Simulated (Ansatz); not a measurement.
# CH9ClO2Si3: the cost of one run

Program: Ansatz 0.2.0. Level of theory: RKS r2SCAN-D4/STO-3G. These are calculated values, not measurements.

## 1. The structure to begin with

Bond lengths (14 of 15 bonds, heavy atoms first): Si1–C2 1.870 Å, Si1–Cl6 2.130 Å, Si1–O7 1.679 Å, O7–Si8 1.680 Å, Si1–O12 1.679 Å, O12–Si13 1.680 Å, C2–H3 1.110 Å, C2–H4 1.110 Å, C2–H5 1.110 Å, Si8–H9 1.460 Å, Si8–H10 1.460 Å, Si8–H11 1.460 Å, Si13–H14 1.460 Å, Si13–H15 1.460 Å. Angles (14 of 26 angles, heavy atoms first): C2–Si1–Cl6 109.4°, C2–Si1–O7 109.5°, C2–Si1–O12 109.5°, Cl6–Si1–O7 109.5°, Cl6–Si1–O12 109.5°, O7–Si1–O12 109.5°, Si1–O7–Si8 125.0°, Si1–O12–Si13 125.0°, Si1–C2–H3 109.5°, Si1–C2–H4 109.5°, Si1–C2–H5 109.5°, O7–Si8–H9 109.5°, O7–Si8–H10 109.5°, O7–Si8–H11 109.5°.

As a file:

```xyz
16

Si    0.0000    0.0000    0.0000
C     0.0000    0.0000    1.8700
H    -0.9996   -0.3092    2.2405
H     0.7676   -0.7111    2.2405
H     0.2320    1.0203    2.2405
Cl    2.0086    0.0000   -0.7093
O    -0.7913    1.3709   -0.5594
Si   -2.4002    1.4263   -1.0396
H    -3.2124    0.6421   -0.1138
H    -2.8620    2.8114   -1.0378
H    -2.5267    0.8736   -2.3850
O    -0.7913   -1.3709   -0.5594
Si   -1.6730   -2.4329    0.3983
H    -1.2634   -2.2870    1.7920
H    -3.0964   -2.1323    0.2761
H    -1.4264   -3.8036   -0.0398
```

## 2. Relaxing the start

input.yaml reads:

```yaml
crystal:
  periodic: [false, false, false]
  atoms:
    - { symbol: Si, position_ang: [0.0, 0.0, 0.0] }
    - { symbol: C, position_ang: [0.0, 0.0, 1.87] }
    - { symbol: H, position_ang: [-0.9996, -0.3092, 2.2405] }
    - { symbol: H, position_ang: [0.7676, -0.7111, 2.2405] }
    - { symbol: H, position_ang: [0.232, 1.0203, 2.2405] }
    - { symbol: Cl, position_ang: [2.0086, 0.0, -0.7093] }
    - { symbol: O, position_ang: [-0.7913, 1.3709, -0.5594] }
    - { symbol: Si, position_ang: [-2.4002, 1.4263, -1.0396] }
    - { symbol: H, position_ang: [-3.2124, 0.6421, -0.1138] }
    - { symbol: H, position_ang: [-2.862, 2.8114, -1.0378] }
    - { symbol: H, position_ang: [-2.5267, 0.8736, -2.385] }
    - { symbol: O, position_ang: [-0.7913, -1.3709, -0.5594] }
    - { symbol: Si, position_ang: [-1.673, -2.4329, 0.3983] }
    - { symbol: H, position_ang: [-1.2634, -2.287, 1.792] }
    - { symbol: H, position_ang: [-3.0964, -2.1323, 0.2761] }
    - { symbol: H, position_ang: [-1.4264, -3.8036, -0.0398] }
basis:
  gaussian: { orbitals: STO-3G }
hamiltonian:
  xc: r2scan
  dispersion: d4
relax:
  f_tol: 0.02
  max_steps: 40
output:
  orbitals: {}
```

Launch:

```bash
$ ansatz run input.yaml --threads 1 --pin off --max-ram 2048MiB --backend cpu --events-out ev --progress --plain --runs-dir out
```

**Question.** How long does this run take on 1 thread of Intel Xeon Platinum 8375C at 2.90GHz (Ice Lake), shared host, and how much memory does it need?

About 93 s, with a peak of 0.22 GiB.
